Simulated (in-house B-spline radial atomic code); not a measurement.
# Ga: isotopes

What do the measured radii and masses of the isotopes do to the energy of Ga?

Method: Dirac-Hartree-Fock, average of configuration, Fermi nucleus, basis-set limit. Code: in-house B-spline radial atomic code version 1.

### 1 What is computed

```
element       : gallium (Z = 31)
charge        : 0
electrons     : 31
configuration : 1s2 2s2 2p6 3s2 3p6 3d10 4s2 4p-1
Hamiltonian   : Dirac-Coulomb
nucleus       : Fermi, rms radius 3.931 fm
```

In configurations, a minus sign after the shell means j = l − 1/2 and a plus sign j = l + 1/2; the count of electrons follows.

Settings of the run:

```ini
Z = 31
electrons = 31.0
configuration = 1s2 2s2 2p6 3s2 3p6 3d10 4s2 4p-1
hamiltonian = dirac
method = hf
spin_polarised = False
nucleus = fermi
rms_radius = 3.9308
mass_number = 63
atomic_mass = 62.939294194
speed_of_light = 137.035999084
```

The reference is known from an earlier run: -1942.566553 hartree (electron-nucleus part -4691.3564, recoil term 0.01259343) in all. Up to eight levels, counted from the top:

| orbital | occupation | energy (eV) | <r> (bohr) |
| --- | --- | --- | --- |
| 2p3/2 | 4 | -1154.01 | 0.1917 |
| 3s1/2 | 2 | -179.03 | 0.6503 |
| 3p1/2 | 2 | -125.70 | 0.6726 |
| 3p3/2 | 4 | -121.75 | 0.6830 |
| 3d3/2 | 4 | -31.968 | 0.7899 |
| 3d5/2 | 6 | -31.414 | 0.7935 |
| 4s1/2 | 2 | -11.779 | 2.450 |
| 4p1/2 | 1 | -5.710 | 3.389 |

### 2 Mass number 64

Settings of the run:

```ini
Z = 31
electrons = 31.0
configuration = 1s2 2s2 2p6 3s2 3p6 3d10 4s2 4p-1
hamiltonian = dirac
method = hf
spin_polarised = False
nucleus = fermi
rms_radius = 3.939
mass_number = 64
atomic_mass = 63.936840366
speed_of_light = 137.035999084
```

### 3 Mass number 66

Settings of the run:

```ini
Z = 31
electrons = 31.0
configuration = 1s2 2s2 2p6 3s2 3p6 3d10 4s2 4p-1
hamiltonian = dirac
method = hf
spin_polarised = False
nucleus = fermi
rms_radius = 3.9706
mass_number = 66
atomic_mass = 65.931589766
speed_of_light = 137.035999084
```

### 4 Mass number 68

Settings of the run:

```ini
Z = 31
electrons = 31.0
configuration = 1s2 2s2 2p6 3s2 3p6 3d10 4s2 4p-1
hamiltonian = dirac
method = hf
spin_polarised = False
nucleus = fermi
rms_radius = 3.985
mass_number = 68
atomic_mass = 67.927980161
speed_of_light = 137.035999084
```

### 5 Mass number 69

Settings of the run:

```ini
Z = 31
electrons = 31.0
configuration = 1s2 2s2 2p6 3s2 3p6 3d10 4s2 4p-1
hamiltonian = dirac
method = hf
spin_polarised = False
nucleus = fermi
rms_radius = 3.9973
mass_number = 69
atomic_mass = 68.925573528
speed_of_light = 137.035999084
```

### 6 Mass number 70

Settings of the run:

```ini
Z = 31
electrons = 31.0
configuration = 1s2 2s2 2p6 3s2 3p6 3d10 4s2 4p-1
hamiltonian = dirac
method = hf
spin_polarised = False
nucleus = fermi
rms_radius = 3.9998
mass_number = 70
atomic_mass = 69.926021914
speed_of_light = 137.035999084
```

### 7 Mass number 71

Settings of the run:

```ini
Z = 31
electrons = 31.0
configuration = 1s2 2s2 2p6 3s2 3p6 3d10 4s2 4p-1
hamiltonian = dirac
method = hf
spin_polarised = False
nucleus = fermi
rms_radius = 4.0118
mass_number = 71
atomic_mass = 70.924702554
speed_of_light = 137.035999084
```

### 8 Mass number 72

Settings of the run:

```ini
Z = 31
electrons = 31.0
configuration = 1s2 2s2 2p6 3s2 3p6 3d10 4s2 4p-1
hamiltonian = dirac
method = hf
spin_polarised = False
nucleus = fermi
rms_radius = 4.0318
mass_number = 72
atomic_mass = 71.926367452
speed_of_light = 137.035999084
```

### 9 Mass number 73

Settings of the run:

```ini
Z = 31
electrons = 31.0
configuration = 1s2 2s2 2p6 3s2 3p6 3d10 4s2 4p-1
hamiltonian = dirac
method = hf
spin_polarised = False
nucleus = fermi
rms_radius = 4.042
mass_number = 73
atomic_mass = 72.92517468
speed_of_light = 137.035999084
```

### 10 Mass number 74

Settings of the run:

```ini
Z = 31
electrons = 31.0
configuration = 1s2 2s2 2p6 3s2 3p6 3d10 4s2 4p-1
hamiltonian = dirac
method = hf
spin_polarised = False
nucleus = fermi
rms_radius = 4.0395
mass_number = 74
atomic_mass = 73.926945725
speed_of_light = 137.035999084
```

Q: By how much, and in which direction, does each change move the total energy and the levels?

**Answer**, as computed:

All values are changes from the reference run; energy changes under 5e-05 eV count as noise.

| change | rms radius (fm) | δ<r²> (fm²) | Δ total energy (eV) | Δ recoil term, not in the total or the levels (eV) | Δ 1s1/2 level (eV) | Δ 4p1/2 level (eV) |
| --- | --- | --- | --- | --- | --- | --- |
| mass number 64 | 3.9390 | +0.065 | +0.001135 | -0.005346 | +0.0004895 | below noise |
| mass number 66 | 3.9706 | +0.314 | +0.005528 | -0.01555 | +0.002385 | below noise |
| mass number 68 | 3.9850 | +0.429 | +0.007541 | -0.02517 | +0.003253 | below noise |
| mass number 69 | 3.9973 | +0.527 | +0.009266 | -0.02976 | +0.003997 | below noise |
| mass number 70 | 3.9998 | +0.547 | +0.009617 | -0.03424 | +0.004149 | below noise |
| mass number 71 | 4.0118 | +0.643 | +0.01131 | -0.03858 | +0.004877 | below noise |
| mass number 72 | 4.0318 | +0.804 | +0.01413 | -0.04282 | +0.006096 | below noise |
| mass number 73 | 4.0420 | +0.887 | +0.01558 | -0.04692 | +0.006719 | below noise |
| mass number 74 | 4.0395 | +0.866 | +0.01522 | -0.05093 | +0.006566 | below noise |

**Reading.** The total energy moves by 17.6 meV for each fm² of δ<r²> (from mass number 73): a larger nucleus binds the s electrons less. For that pair the recoil (mass) term changes by 0.047 eV against 0.016 eV from size, so mass rules the shift. The recoil term is approximate.
